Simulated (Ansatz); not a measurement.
# Bi2S3: the band gap up the ladder of functionals

The task here is to estimate one member of a computed series from the others.

Code: Ansatz 0.2.0. PAW datasets, plane waves. (Simulation; spin polarisation is off.)

## The cell

The cell was relaxed beforehand with r2SCAN+rVV10.

The symmetry is Pnma (No. 62, orthorhombic); a = 11.355 Å, b = 3.986 Å, c = 11.078 Å in the conventional setting, 25.07 Å³ an atom. Bi has 6 S at 2.68–3.04 Å; Bi has 5 S at 2.61–2.96 Å; S has 5 Bi at 2.61–3.04 Å; S has 3 Bi at 2.68–2.99 Å; S has 3 Bi at 2.71–2.74 Å.

Structure file:

```xyz
20
Lattice="11.3553 0.0000 0.0000 0.0000 3.9861 0.0000 0.0000 0.0000 11.0782" Properties=species:S:1:pos:R:3 pbc="T T T"
Bi    0.1508    0.9965    3.6067
Bi   11.2045    2.9895    7.4715
Bi    5.5269    2.9895    9.1459
Bi    5.8285    0.9965    1.9324
Bi    1.8267    2.9895    0.3623
Bi    9.5287    0.9965   10.7160
Bi    3.8510    0.9965    5.9014
Bi    7.5043    2.9895    5.1769
S     5.1203    2.9895    4.1148
S     6.2350    0.9965    6.9634
S     0.5573    0.9965    9.6539
S    10.7980    2.9895    1.4243
S     1.3813    2.9895    4.9038
S     9.9741    0.9965    6.1744
S     4.2964    0.9965   10.4430
S     7.0589    2.9895    0.6353
S     8.1094    0.9965    3.3976
S     3.2459    2.9895    7.6806
S     8.9236    2.9895    8.9367
S     2.4317    0.9965    2.1415
```

Set-up of the first run:

Contents of input.yaml:

```yaml
crystal:
  lattice:
    - [11.3553380527, 0.0, 0.0]
    - [0.0, 3.9860550068, 0.0]
    - [0.0, 0.0, 11.0782430777]
  atoms:
    - { symbol: Bi, position: [0.013280374, 0.25, 0.3255700658] }
    - { symbol: Bi, position: [0.986719626, 0.75, 0.6744299342] }
    - { symbol: Bi, position: [0.486719626, 0.75, 0.8255700658] }
    - { symbol: Bi, position: [0.513280374, 0.25, 0.1744299342] }
    - { symbol: Bi, position: [0.1608644016, 0.75, 0.0326993616] }
    - { symbol: Bi, position: [0.8391355984, 0.25, 0.9673006384] }
    - { symbol: Bi, position: [0.3391355984, 0.25, 0.5326993616] }
    - { symbol: Bi, position: [0.6608644016, 0.75, 0.4673006384] }
    - { symbol: S, position: [0.4509192825, 0.75, 0.3714312526] }
    - { symbol: S, position: [0.5490807175, 0.25, 0.6285687474] }
    - { symbol: S, position: [0.0490807175, 0.25, 0.8714312526] }
    - { symbol: S, position: [0.9509192825, 0.75, 0.1285687474] }
    - { symbol: S, position: [0.1216406767, 0.75, 0.442654211] }
    - { symbol: S, position: [0.8783593233, 0.25, 0.557345789] }
    - { symbol: S, position: [0.3783593233, 0.25, 0.942654211] }
    - { symbol: S, position: [0.6216406767, 0.75, 0.057345789] }
    - { symbol: S, position: [0.7141493456, 0.25, 0.3066907802] }
    - { symbol: S, position: [0.2858506544, 0.75, 0.6933092198] }
    - { symbol: S, position: [0.7858506544, 0.75, 0.8066907802] }
    - { symbol: S, position: [0.2141493456, 0.25, 0.1933092198] }
kpoints:
  mp_grid: { grid: [2, 6, 2] }
  band_path:
    path:
      - [[0.0, 0.0, 0.0], [0.5, 0.0, 0.0], [0.5, 0.5, 0.0], [0.0, 0.5, 0.0], [0.0, 0.0, 0.0], [0.0, 0.0, 0.5], [0.5, 0.0, 0.5], [0.5, 0.5, 0.5], [0.0, 0.5, 0.5], [0.0, 0.0, 0.5]]
      - [[0.5, 0.0, 0.0], [0.5, 0.0, 0.5]]
      - [[0.0, 0.5, 0.0], [0.0, 0.5, 0.5]]
      - [[0.5, 0.5, 0.0], [0.5, 0.5, 0.5]]
    npoints: 10
hamiltonian:
  xc: pbe
scf:
  occupations: { method: fermi_dirac, width: 0.02 }
  n_extra_bands: 9
output:
  forces: true
  stress: true
  eigenvalues: true
```

Among the steps run: PBE bands along the symmetry lines; r2SCAN at the same geometry; Single point with HSE06; PBE+SOC at the same geometry; PBE0.

One table of the session follows, with a row left open; its other results are not shown here.

```
  level  gap (eV)
    PBE      1.37
 r2SCAN      1.64
  HSE06         ?
PBE+SOC      0.94
   PBE0      2.59
```

Q: Estimate the row for HSE06 from the others.

As computed: gap (eV): 1.98. In the column «gap (eV)» it lies between r2SCAN (1.64) and PBE0 (2.59).

Meshes: PBE 2×6×2, r2SCAN 2×6×2, HSE06 2×4×2, PBE+SOC 2×6×2, PBE0 2×4×2

What this shows: PBE+SOC gives the least gap, 0.94 eV, and PBE0 the largest, 2.59 eV. Against HSE06, PBE is short by 0.61 eV, at 69 % of it, and r2SCAN 83 %. PBE0 lies 0.61 eV above HSE06, which differs from it by screening the long-range exchange.

To keep in mind: Warnings in the runs' records: stress scf threshold loose, stress exchange threshold loose.
